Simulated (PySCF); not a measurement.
# H3NSm (Sm(NH3)2+): the cost of one run

Program: PySCF 2.14.0. Level of theory: r2SCAN, Sm lcecp-0-SVP with ECP52, N def2-SVP, H def2-SVP; scalar-relativistic core potentials, no spin–orbit coupling. These are calculated values, not measurements.

2 further runs of the same task are left out: 1 for a known fault of the program, 1 set aside as unsound or not needed.

### Step 1. The starting structure

5 atoms, charge 2, spin multiplicity 1.

Bond lengths: Sm1–N2 2.717 Å, N2–H3 1.020 Å, N2–H4 1.020 Å, N2–H5 1.020 Å. Angles: Sm1–N2–H3 113.0°, Sm1–N2–H4 113.0°, Sm1–N2–H5 113.0°, H3–N2–H4 105.8°, H3–N2–H5 105.8°, H4–N2–H5 105.8°.

As a file:

```xyz
5
H3NSm
Sm    0.00000    0.00000    0.00000
N     0.00000    0.00000    2.71750
H     0.93920    0.00000    3.11550
H    -0.46960    0.81330    3.11550
H    -0.46960   -0.81330    3.11550
```

Formal oxidation states: Sm +2. Each metal's 6 4f electrons lie in its core potential, so multiplicities, spins and levels count the valence alone.

### Step 2. SCF at the start, singlet

run.py (the lines that set the calculation)

```python
mol = gto.M(atom='''
Sm     0.00000     0.00000     0.00000
N      0.00000     0.00000     2.71750
H      0.93920     0.00000     3.11550
H     -0.46960     0.81330     3.11550
H     -0.46960    -0.81330     3.11550''',
    basis={'Sm': 'lcecp-0-SVP', 'N': 'def2-SVP', 'H': 'def2-SVP'},
    ecp={'Sm': 'lcecp-0-SVP'},
    charge=2, spin=0)
mf = dft.RKS(mol, xc='R2SCAN')
mf.grids.atom_grid = (50, 194)  # f atoms: unpruned, at least (60, 302)
mf = mf.density_fit()  # fitting sets: Sm AutoAux, N def2-universal-JKFIT, H def2-universal-JKFIT
mf.conv_tol = 1e-08; mf.max_cycle = 55
mf.kernel(dm0)  # dm0: free metal ions and neutral atoms
```

Started as:

```sh
$ OMP_NUM_THREADS=2 python run.py
```

Q: Estimate wall time and peak memory on 2 threads of Arm Neoverse V1, shared host.

About 4.3 s, with a peak of 0.36 GiB.
